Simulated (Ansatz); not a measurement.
# SiW3: the cost of one run

Computed with Ansatz 0.2.0 (DFT PBEsol, scalar-relativistic, plane waves, PAW, unless a step's input says otherwise).

1 further run of the same task is left out (set aside as unsound or not needed).

## (1) The structure to begin with

Symmetry: Im-3m, No. 229, cubic system. Conventional cell: a = 5.154 Å, b = 5.154 Å, c = 5.154 Å, α = 90.00°, β = 90.00°, γ = 90.00°. Around Si (site symmetry m-3m) lie 6 W at 2.58 Å. W (site symmetry 4/mmm) has 2 Si at 2.58 Å and 4 W at 2.58 Å in its first shell of neighbours.

Coordinates:

```cif
data_structure
_symmetry_space_group_name_H-M 'Im-3m'
_symmetry_Int_Tables_number 229
_cell_length_a 5.1544
_cell_length_b 5.1544
_cell_length_c 5.1544
_cell_angle_alpha 90.000
_cell_angle_beta 90.000
_cell_angle_gamma 90.000
_cell_volume 136.94
loop_
_atom_site_label
_atom_site_type_symbol
_atom_site_symmetry_multiplicity
_atom_site_Wyckoff_symbol
_atom_site_fract_x
_atom_site_fract_y
_atom_site_fract_z
_atom_site_occupancy
Si1 Si 2 a 0.00000 0.00000 0.00000 1
W1 W 6 b 0.00000 0.00000 0.50000 1
```

It goes back to an entry of the Materials Project, which need not be the stable form.

It is the result of an earlier relaxation at this level (volume 17.12 Å³/atom; gap on the mesh: none (metal)).

## (2) Zero of the scan

input.yaml reads:

```yaml
crystal:
  lattice:
    - [-2.5771952862, 2.5771952862, 2.5771952862]
    - [2.5771952862, -2.5771952862, 2.5771952862]
    - [2.5771952862, 2.5771952862, -2.5771952862]
  atoms:
    - { symbol: Si, position: [0.0, 0.0, 0.0] }
    - { symbol: W, position: [0.5, 0.5, 0.0] }
    - { symbol: W, position: [0.5, 0.0, 0.5] }
    - { symbol: W, position: [0.0, 0.5, 0.5] }
basis:
  ecutwfc: 420
kpoints:
  mp_grid: { grid: [10, 10, 10] }
hamiltonian:
  xc: pbesol
scf:
  occupations: { method: gaussian, width: 0.15 }
output:
  forces: true
  stress: true
  eigenvalues: true
```

On the command line:

```bash
$ ansatz run input.yaml --threads 2 --pin off --max-ram 5120MiB --backend cpu --events-out ev --progress --plain --runs-dir out
```

What time and memory should one allow on 2 threads of Intel Xeon 6975P-C (Granite Rapids), shared host?

About 1.5 s, with a peak of 0.42 GiB.
